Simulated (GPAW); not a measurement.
Runs of GPAW 26.7.0 on GaGe3. Symmetry: Pm-3m, No. 221, cubic system. Conventional cell: a = 4.278 Å, b = 4.278 Å, c = 4.278 Å, α = 90.00°, β = 90.00°, γ = 90.00°. Ge (site symmetry 4/mmm) is surrounded by 8 Ge at 3.03 Å and 4 Ga at 3.03 Å. Ga (site symmetry m-3m) is surrounded by 12 Ge at 3.03 Å. The cell comes from a database or a generator and needn't be the stable form of this composition.

```csv
task,level,potentials or basis,cell,band path,band points,gap on the mesh (eV),pressure (GPa)
single point,TB-mBJ,"GPAW PAW data sets for LDA (gpaw-data 1.2.1), pw",as given,-,-,none,-
band structure,r2SCAN,"GPAW PAW data sets (gpaw-data 1.2.1), pw",as given,"GXMGRX,MR",60,-,-2.9
band structure,PBE,"GPAW PAW data sets (gpaw-data 1.2.1), pw",as given,"GXMGRX,MR",60,-,(a)
single point,PBEsol,"PAW data sets generated in the run's folder for this functional, pw",as given,-,-,none,-3.7
band structure,PBEsol,"PAW data sets generated in the run's folder for this functional, pw",as given,"GXMGRX,MR",60,-,-3.7
single point,PBEsol,"PAW data sets generated in the run's folder for this functional, pw","atoms moved at random, drawn with an rms of 0.05 Å",-,-,none,-3.7
band structure,LDA,"the program's PAW data sets (release 1.2.1) made for this functional, pw",as given,"GXMGRX,MR",60,-,-5.1
```

Alike in all rows: no spin polarisation; k mesh 6 × 6 × 6; cutoff (eV) 600; smearing fermi-dirac 0.05 eV.

Task: Fill in the values left out.

Result: (a) -0.4.

Caveats: the PAW data sets were made with another functional, which shifts forces and pressure a little (some runs); a model potential gives levels but no total energy (some runs).

A k mesh can miss the band edges, and the runs leave out spin-orbit coupling on Ga, Ge.

A gap of «none» marks a metal or a gap under the smearing width.
